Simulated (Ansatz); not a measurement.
This script makes a check of PAW against all-electron LAPW of YbPb3, space group Pm-3m with Ansatz 0.2.0 through its Python package.

The script reads `POSCAR`:
```text
YbPb3
1.0
   4.85900000    0.00000000    0.00000000
   0.00000000    4.85900000    0.00000000
   0.00000000    0.00000000    4.85900000
Yb Pb
1 3
Direct
   0.00000000    0.00000000    0.00000000
   0.00000000    0.50000000    0.50000000
   0.50000000    0.00000000    0.50000000
   0.50000000    0.50000000    0.00000000
```

`ybpb3.py`
```python
"""Checking the PAW result for YbPb3 with LAPW."""

import ansatz
from ase.io import read
import numpy as np


def count_gap(report):
    # lowest empty less highest filled band, counting bands; zero where they overlap
    return max(report.get("gap_by_band_count_ev") or 0.0, 0.0)


def main() -> None:
    atoms = read("POSCAR", format="vasp")
    xtal = ansatz.Crystal.from_ase(atoms)

    base = (
        xtal.calculation()
        .functional("lda")
        .kpoints(spacing=0.26)
        .occupations("cold")  # smearing steadies the SCF of a metal
        .stress()  # positive in compression
        .forces()  # minus the gradient of the free energy
        .band_table()
    )
    variants = {
        "PAW": base.pseudopotentials("paw"),
        "LAPW": base.pseudopotentials("all_electron", lapw=True),
    }
    # totals differ by the cores that each treatment holds, so compare what does not depend on them
    rows = []
    for label, variant in variants.items():
        summary = variant.run().report
        levels = np.array(summary["eigenvalues_ev"][0]) - summary["fermi_energy_ev"]
        print(label, "levels at the first k-point near E_F:", np.round(levels[np.abs(levels) < 5], 3))
        rows.append((label, summary["n_electrons"], np.trace(summary["stress_gpa"]) / 3, count_gap(summary)))
    print("     treatment  electrons in bands           P GPa  gap by band count eV")
    for row in rows:
        print(f"{str(row[0]):>14s}  {row[1]:18.1f}  {row[2]:14.3f}  {row[3]:20.3f}")


if __name__ == "__main__":
    main()
```

How well do the two treatments of the cores agree on the pressure?

PAW gives -2.908 GPa and LAPW -2.901 GPa, 0.008 GPa apart. They took 3.1 and 28.5 s of processor time.

The output:

```console
$ python ybpb3.py
DeckWarning: basis.ecutwfc = 420 eV, auto-derived from the records' recommended cutoffs: set by Yb (normal level)
PAW levels at the first k-point near E_F: [-2.575 -2.575 -2.575 -0.558 -0.558 -0.558 -0.485 -0.427 -0.427 -0.427
  1.35   2.304  2.304  2.304  2.635  2.635  2.916]
LAPW levels at the first k-point near E_F: [-2.576 -2.576 -2.576 -0.56  -0.56  -0.56  -0.487 -0.43  -0.43  -0.43
  1.351  2.302  2.302  2.302  2.638  2.638  2.918  2.918  2.918  4.612
  4.612  4.612]
     treatment  electrons in bands           P GPa  gap by band count eV
           PAW                66.0          -2.908                 0.000
          LAPW               142.0          -2.901                 0.000
```
(Warnings from the package without file and line.)

What to keep in mind:
- Semilocal functionals put the nearly full 4f shell of Yb too close to the Fermi level.
- The computed bands are complete only to about 2.9 eV above the Fermi level.
- For a metal this k-point mesh is coarse: on a finer one energies can move by several to tens of meV an atom and pressures by half a GPa or more, differences at one mesh by less.
- A gap by band count of zero or less means overlapping bands, a metal.
- The starting cell is as deposited in a crystallographic database; the results hold for this polymorph, which needn't be the stable one.
- Levels are Kohn-Sham eigenvalues on this mesh, without spin-orbit coupling.
- Pressure is positive in compression; the treatments may keep other shells as core, so totals and counts of electrons can differ.
- By the engine's processor time: 32 s on 1 thread of Intel(R) Xeon(R) Processor @ 2.30GHz (shared host), peak memory 0.88 GiB.

(A comment or docstring line of the script was reworded after the run, the code is as it ran.)
